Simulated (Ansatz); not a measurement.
# C₃H₈BN: basis-set convergence

How large a basis does C₃H₈BN need? Two functionals are run in growing sets.

Program: Ansatz 0.2.0, Gaussian basis. Level of theory: one geometry, several basis sets. These are calculated values, not measurements.

Plan: PBE0-D4/def2-SVP; ωB97M-V/def2-SVP; PBE0-D4/def2-QZVPP; ωB97M-V/def2-QZVPP; the functionals' def2-TZVPP values are taken from earlier runs.

**1. Structure used throughout**

An earlier PBE0-D4 in a triple-zeta def2 set relaxation fixed the geometry.

SMILES `BN(C)C=C`, 13 atoms, charge 0, spin multiplicity 1.

Atoms are counted from 1 here; the program's logs count them from 0.

Bond lengths: B1–N2 1.399 Å, B1–H6 1.195 Å, B1–H7 1.195 Å, N2–C3 1.449 Å, N2–C4 1.395 Å, C3–H8 1.094 Å, C3–H9 1.094 Å, C3–H10 1.087 Å, C4–C5 1.331 Å, C4–H11 1.084 Å, C5–H12 1.082 Å, C5–H13 1.081 Å. Angles: N2–B1–H6 118.5°, N2–B1–H7 119.0°, H6–B1–H7 122.5°, B1–N2–C3 122.3°, B1–N2–C4 121.2°, C3–N2–C4 116.5°, N2–C3–H8 110.7°, N2–C3–H9 110.7°, N2–C3–H10 109.1°, H8–C3–H9 108.1°, H8–C3–H10 109.1°, H9–C3–H10 109.1°, N2–C4–C5 126.4°, N2–C4–H11 112.9°, C5–C4–H11 120.7°, C4–C5–H12 123.3°, C4–C5–H13 119.4°, H12–C5–H13 117.4°.

**2. PBE0-D4 in def2-SVP**

Contents of in.yaml:

```yaml
crystal:
  periodic: [false, false, false]
  atoms:
    - {symbol: B, position_ang: [-0.159378, 0.370526, -1.851008]}
    - {symbol: N, position_ang: [0.038320, 0.124930, -0.488303]}
    - {symbol: C, position_ang: [1.288410, 0.426593, 0.178711]}
    - {symbol: C, position_ang: [-0.969881, -0.427908, 0.300754]}
    - {symbol: C, position_ang: [-0.894068, -0.703288, 1.600305]}
    - {symbol: H, position_ang: [-1.217949, 0.095525, -2.333181]}
    - {symbol: H, position_ang: [0.732451, 0.845650, -2.488720]}
    - {symbol: H, position_ang: [1.725996, -0.479283, 0.608866]}
    - {symbol: H, position_ang: [1.131245, 1.145073, 0.988767]}
    - {symbol: H, position_ang: [1.983074, 0.849711, -0.542939]}
    - {symbol: H, position_ang: [-1.878035, -0.630339, -0.255617]}
    - {symbol: H, position_ang: [-0.009813, -0.518613, 2.195580]}
    - {symbol: H, position_ang: [-1.749971, -1.133475, 2.101687]}
basis:
  gaussian: {orbitals: def2-SVP}
hamiltonian: {xc: pbe0, dispersion: d4}
output: {orbitals: {seedname: orbitals}}
```

Command:

```
ansatz run in.yaml --threads 4 --pin off --events-out ev --progress --plain --max-ram 10444MiB
```

Further steps of the session: ωB97M-V in def2-SVP; PBE0-D4 in def2-QZVPP; ωB97M-V in def2-QZVPP.

Q: Predict the results of all the runs planned. Wanted: PBE0-D4: double and triple zeta above quadruple; ωB97M-V: double and triple zeta above quadruple.

**Answer**, as computed:

| quantity | value |
| --- | --- |
| PBE0-D4: double and triple zeta above quadruple | 6.21, 0.31 eV |
| ωB97M-V: double and triple zeta above quadruple | 6.55, 0.30 eV |

In words: For PBE0-D4 the step from double to triple zeta gains 5.90 eV and the next only 0.31 eV. These are total energies; as a rule much of such shifts cancels in differences, which this series doesn't test. The LUMO of ωB97M-V is positive and keeps falling with the basis (1.70 to 1.10 eV): an unbound level that the basis holds in place.
